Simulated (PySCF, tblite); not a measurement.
**C5H10BFO2: geometry, infrared bands, NMR shifts, electronic excitations and core binding energies**

Aim: predict the infrared bands, NMR shifts, electronic excitations and core binding energies of C5H10BFO2 (`C=C(C)B(OC)OCF`).

Computed with tblite 0.8.0 and PySCF 2.14.0, with density-fitted response routines of our own, on a single molecule in the gas phase. Atoms are numbered from 0 throughout.

**1. Starting geometry**

19 atoms, charge 0, multiplicity 1; geometry from: force field or distance geometry start.

Bonds of the start (Å): C0–C1 1.34, C1–C2 1.50, C1–B3 1.58, B3–O4 1.47, O4–C5 1.40, B3–O6 1.47, O6–C7 1.37, C7–F8 1.40, C0–H9 1.07, C0–H10 1.10, C2–H11 1.11, C2–H12 1.09, C2–H13 1.11, C5–H14 1.10, C5–H15 1.11, C5–H16 1.10, C7–H17 1.13, C7–H18 1.09.

**2. Optimising the geometry with GFN2-xTB**

The job: settings as JSON, then the geometry in Å.

```
{"job": {"kind": "relax", "xc": "GFN2-xTB", "basis": "xTB"}, "charge": 0, "multiplicity": 1}
C      1.487500    -0.058500     1.369400
C      1.205100     0.129800     0.071200
C      2.357200     0.359500    -0.861300
B     -0.275400     0.101000    -0.469800
O     -0.874600     1.407700    -0.773500
C     -1.857800     1.736100     0.162700
O     -1.184900    -0.816700     0.228300
C     -1.341600    -2.033900    -0.387200
F     -2.231800    -2.791200     0.386500
H      2.480800    -0.041000     1.779000
H      0.675800    -0.233700     2.091600
H      2.192400     1.300800    -1.432400
H      2.527900    -0.496000    -1.506700
H      3.261200     0.504000    -0.234800
H     -1.693300     1.214600     1.121900
H     -1.827600     2.822300     0.410200
H     -2.873500     1.504800    -0.199600
H     -0.365700    -2.596200    -0.337600
H     -1.671800    -2.004200    -1.425400
```

Run with:

```
> OMP_NUM_THREADS=1 python probes_run.py task.json out
```

One launch serves the whole session: the jobs run in the order shown.

**Question.** This job is followed by: GFN2-xTB harmonic vibrations, gas phase; PBE0-D3(BJ)/def2-SVP geometry optimisation, gas phase; GIAO PBE0/pcSseg-1 NMR shielding, non-relativistic, gas phase; TDDFT wB97X-D/def2-SVPD, vertical, gas phase, core orbitals frozen in the response; GIAO HF/pcSseg-1 NMR shielding, non-relativistic, gas phase; delta-SCF UKS SCAN, pcX-2 on the ionised atom, pcseg-1 elsewhere, spin-free X2C. What will the session give for the following? strongest single infrared mode (GFN2-xTB); zero-point energy (GFN2-xTB); point group; rotational constants (main isotopes); 13C shifts against TMS (PBE0/pcSseg-1); 1H shifts against TMS (PBE0/pcSseg-1, means over atoms taken as alike); 11B shifts against BF3·OEt2 (PBE0/pcSseg-1); 17O shifts against H2O (PBE0/pcSseg-1); 19F shifts against CFCl3 (PBE0/pcSseg-1); lowest singlet (wB97X-D/def2-SVPD); lowest triplet; vertical ionisation energy (ΔSCF); C1s binding energies, SCAN/pcX-2; O1s binding energies, SCAN/pcX-2; B1s binding energies, SCAN/pcX-2; F1s binding energies, SCAN/pcX-2; range of the shift of O4.

**Answer**, as computed:

| quantity | value |
| --- | --- |
| strongest single infrared mode (GFN2-xTB) | 1170 cm⁻¹, 374 km/mol |
| zero-point energy (GFN2-xTB) | 93.0 kcal/mol |
| point group | C1 |
| rotational constants (main isotopes) | 1.72, 1.39, 0.83 GHz |
| 13C shifts against TMS (PBE0/pcSseg-1) | 146.9, 138.4, 99.0, 51.9, 26.1 ppm |
| 1H shifts against TMS (PBE0/pcSseg-1, means over atoms taken as alike) | 6.12, 6.00, 5.57, 3.68, 1.89 ppm |
| 11B shifts against BF3·OEt2 (PBE0/pcSseg-1) | 27.4 ppm |
| 17O shifts against H2O (PBE0/pcSseg-1) | 163.6, 110.1 ppm |
| 19F shifts against CFCl3 (PBE0/pcSseg-1) | -156.7 ppm |
| lowest singlet (wB97X-D/def2-SVPD) | 6.53 eV (190 nm), f = 0.293 |
| lowest triplet | 4.08 eV |
| vertical ionisation energy (ΔSCF) | 9.50 eV |
| C1s binding energies, SCAN/pcX-2 | C7 294.81, C5 292.30, C2 290.48, C1 290.06, C0 289.91 eV |
| O1s binding energies, SCAN/pcX-2 | O6 538.93, O4 538.42 eV |
| B1s binding energies, SCAN/pcX-2 | B3 196.89 eV |
| F1s binding energies, SCAN/pcX-2 | F8 692.66 eV |
| range of the shift of O4 | 69.7 to 110.1 ppm |

**Reading.** Over 184 steps the energy fell by 1.740 eV; of the close pairs, B3–O4 changed most, 1.469 to 1.342 Å (GFN2-xTB). The lowest mode is imaginary (42i cm⁻¹), so the xTB geometry is not a minimum. The strongest single mode, at 1170 cm⁻¹, moves mainly O6 and C7. GFN2-xTB is a fitted tight-binding method: band positions and strengths are rough. Its intensities can rank the bands wrongly. Over 11 steps the energy fell by 0.155 eV; of the close pairs, C0–H9 changed most, 1.055 to 1.097 Å (PBE0/def2-SVP). C1 (fully substituted alkene carbon) lies farthest downfield among carbon, at 146.9 ppm; the olefinic region. The lowest singlet, at 6.53 eV, is HOMO→LUMO 0.95 and is bright. The lowest triplet lies 2.45 eV below the lowest singlet (triplets in Tamm-Dancoff, singlets in full TDDFT). The orbital energy would give 9.30 eV for ionisation, ΔSCF gives 9.50 eV. The C1s levels kept as sound span 4.90 eV, from C0 (terminal =CH2 carbon) up to C7 (sp3 CH2 bonded to F and O). The O1s levels kept as sound span 0.50 eV, from O4 (oxygen bonded to C, B) up to O6 (oxygen bonded to C, B). In ppm, O4 moves most: its shift spreads over 40.5 ppm, from 69.7 (HF/pcSseg-1) to 110.1 (PBE0/pcSseg-1).
